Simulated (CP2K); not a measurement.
WAu in CP2K: the effect of pseudo set

Crystal: WAu.

```xyz
2
Lattice="3.8862 0.0000 0.0000 1.9431 3.3656 0.0000 1.9431 1.1219 3.1731" Properties=species:S:1:pos:R:3 pbc="T T T"
W     0.0000    0.0000    0.0000
Au    5.8293    3.3656    2.3798
```

The cell was built by a generator and needn't be a form met in nature.

Alike in all runs:

- Program: CP2K 2026.2
- Task: single point
- Functional: PBE
- Density cutoff: 6123 eV
- k mesh: 8 × 8 × 8
- Occupations: fermi-dirac, width 0.05 eV
- Spin: no spin polarisation

```csv
pseudo set,pressure (GPa)
PBE,36.3
PADE,?
BLYP,38.0
SCAN,38.1
PBE0,38.7
```

**Question.** What does the run with pseudo set PADE give?

**Answer.** Pressure 32.0 GPa.

Caveats: a pressure of tens of GPa on the cell as given is suspect, and the run, the potentials or the cell itself is likely at fault; the basis of atomic orbitals isn't converged, which shifts pressures, moduli and gaps; the potentials were made for another functional, which shifts forces and pressure (some runs).
